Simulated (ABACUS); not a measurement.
# Ba2Tl5V3O12 in ABACUS: the effect of functional

Crystal: Ba2Tl5V3O12.

```
CELL_PARAMETERS angstrom
4.20854 2.42980 6.08727
-4.20854 2.42980 6.08727
0.00000 -4.85960 6.08727
ATOMIC_POSITIONS crystal
Ba 0.50000 0.50000 0.50000
Ba 0.00000 0.00000 0.00000
V 0.50000 0.50000 0.00000
V 0.00000 0.50000 0.50000
V 0.50000 0.00000 0.50000
Tl 0.00000 0.00000 0.50000
Tl 0.50000 0.00000 0.00000
Tl 0.00000 0.50000 0.00000
Tl 0.74045 0.74045 0.74045
Tl 0.25955 0.25955 0.25955
O 0.71652 0.08089 0.41242
O 0.41242 0.71652 0.08089
O 0.08089 0.41242 0.71652
O 0.58757 0.91911 0.28348
O 0.91911 0.28348 0.58757
O 0.28348 0.58757 0.91911
O 0.28348 0.91911 0.58757
O 0.58757 0.28348 0.91911
O 0.91911 0.58757 0.28348
O 0.41242 0.08089 0.71652
O 0.08089 0.71652 0.41242
O 0.71652 0.41242 0.08089
```

The cell was built by a generator and needn't be a form met in nature.

The cell isn't the ideal one: volume scaled by 0.98.

Alike in all runs:

* Program: ABACUS 3.10.1
* Task: equation of state
* Potentials or basis: SG15 ONCV 1.2 PBE
* Cutoff: 1361 eV
* Density cutoff: 5442 eV
* Basis: DZP LCAO (the cutoffs set its grid)
* k mesh: 3 × 3 × 3
* Occupations: fermi-dirac, width 0.05 eV
* Spin: collinear spin, ferromagnetic start
* Starting moments: [0.0, 0.0, 2.0, 2.0, 2.0, 0.0, 0.0, 0.0, 0.0, 0.0, 0.0, 0.0, 0.0, 0.0, 0.0, 0.0, 0.0, 0.0, 0.0, 0.0, 0.0, 0.0] μB

```tsv
functional	pressure (GPa)	moment (μB)	largest force (eV/Å)
LDA	-3.4	0.49	0.12
PBEsol	-0.4	1.05	0.21
WC	-10.7	0.53	0.23
RPBE	6.8	1.23	0.50
SCAN	?	?	?
```

What does the run with functional SCAN give?

Pressure -0.7 GPa; moment 1.27 μB; largest force 0.12 eV/Å.

Caveats: the atomic orbitals were generated for these runs and aren't a published set; the potentials were made for another functional, which shifts forces and pressure; the basis of atomic orbitals isn't converged, which shifts pressures, moduli and gaps.

Runs at the PBE level aren't shown here.
